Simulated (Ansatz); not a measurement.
# C₂H₇GaOSi: geometry and vibrations

Aim: relax C₂H₇GaOSi from a cheap starting geometry, check the end point by its vibrations and derive ideal-gas thermochemistry, and look at its orbitals and charge.

Computed with Ansatz 0.2.0, Gaussian basis. Level: RKS PBE0-D4/def2-TZVP.

Plan: relaxation at PBE0-D4/def2-TZVP; harmonic vibrations at the same level; a single point in def2-TZVPP for the fields.

### Step 1. Starting geometry

SMILES `C=[CH][Ga]([OH])[SiH3]`, 12 atoms, charge 0, spin multiplicity 1.

Atoms are counted from 1 here; the program's logs count them from 0.

Bond lengths: C1–C2 1.328 Å, C1–H6 1.084 Å, C1–H7 1.084 Å, C2–Ga3 2.053 Å, C2–H8 1.092 Å, Ga3–O4 1.723 Å, Ga3–Si5 2.408 Å, O4–H9 0.951 Å, Si5–H10 1.474 Å, Si5–H11 1.474 Å, Si5–H12 1.475 Å. Angles: C2–C1–H6 123.4°, C2–C1–H7 121.4°, H6–C1–H7 115.2°, C1–C2–Ga3 120.4°, C1–C2–H8 118.9°, Ga3–C2–H8 120.7°, C2–Ga3–O4 115.9°, C2–Ga3–Si5 134.1°, O4–Ga3–Si5 110.0°, Ga3–O4–H9 169.0°, Ga3–Si5–H10 111.3°, Ga3–Si5–H11 113.0°, Ga3–Si5–H12 111.6°, H10–Si5–H11 106.6°, H10–Si5–H12 107.4°, H11–Si5–H12 106.5°.

Coordinates:

```xyz
12
charge 0, multiplicity 1
C    -2.33446   -0.54962   -0.55833
C    -1.74097   -0.21655    0.58160
Ga    0.27573    0.16483    0.62953
O     0.92901    0.56372    2.17286
Si    2.01448    0.19813   -1.03585
H    -3.39459   -0.76149   -0.63867
H    -1.77606   -0.62752   -1.48450
H    -2.34304   -0.15028    1.49003
H     1.11961    0.75927    3.08410
H     3.17071   -0.61595   -0.61887
H     1.57530   -0.33161   -2.33921
H     2.50428    1.56707   -1.28268
```

The start is a GFN2-xTB geometry.

### Step 2. Optimising with PBE0-D4/def2-TZVP

The input, in.yaml:

```yaml
crystal:
  periodic: [false, false, false]
  atoms:
    - {symbol: C, position_ang: [-2.334460, -0.549620, -0.558330]}
    - {symbol: C, position_ang: [-1.740970, -0.216550, 0.581600]}
    - {symbol: Ga, position_ang: [0.275730, 0.164830, 0.629530]}
    - {symbol: O, position_ang: [0.929010, 0.563720, 2.172860]}
    - {symbol: Si, position_ang: [2.014480, 0.198130, -1.035850]}
    - {symbol: H, position_ang: [-3.394590, -0.761490, -0.638670]}
    - {symbol: H, position_ang: [-1.776060, -0.627520, -1.484500]}
    - {symbol: H, position_ang: [-2.343040, -0.150280, 1.490030]}
    - {symbol: H, position_ang: [1.119610, 0.759270, 3.084100]}
    - {symbol: H, position_ang: [3.170710, -0.615950, -0.618870]}
    - {symbol: H, position_ang: [1.575300, -0.331610, -2.339210]}
    - {symbol: H, position_ang: [2.504280, 1.567070, -1.282680]}
basis:
  gaussian: {orbitals: def2-TZVP}
hamiltonian: {xc: pbe0, dispersion: d4}
relax: {f_tol: 0.005, max_steps: 150}
```

Started as:

```console
> ansatz run in.yaml --threads 4 --pin off --events-out ev --progress --plain --max-ram 10444MiB
```

The runs that follow: Harmonic vibrations; A single point for the fields.

Before running them: what should the planned runs give, taken together? Wanted: point group; shift from the start; total energy; dispersion term; dipole moment; lowest, highest wavenumber; zero-point energy; HOMO, LUMO.

The runs gave:

| quantity | value |
| --- | --- |
| point group | Cs |
| steps | 27 |
| shift from the start (rms) | 0.283 Å |
| total energy | -64477.8913 eV |
| dispersion term | -229 meV |
| dipole moment | 2.20 D |
| lowest, highest wavenumber | 35, 3898 cm⁻¹ |
| zero-point energy | 50.2 kcal/mol |
| entropy at 298.15 K | 401.1 J/(mol K) |
| HOMO, LUMO | -7.57, -1.55 eV |

What this shows: The relaxed geometry lies 0.28 Å (rms) from the start; the bond that changed most is C2–Ga3, from 2.053 to 1.953 Å. No mode is imaginary: a true minimum at this level. The stiffest mode, 3898 cm⁻¹, is an O–H stretch, and 5 modes under 200 cm⁻¹ make the vibrational entropy uncertain. Harmonic hybrid wavenumbers usually lie a few per cent above measured fundamentals. The largest Mulliken charge, -0.56 e, sits on O4. The HOMO lies mostly on Si5 22 %; Ga3 22 % and the LUMO on Ga3 43 %; C1 15 %.
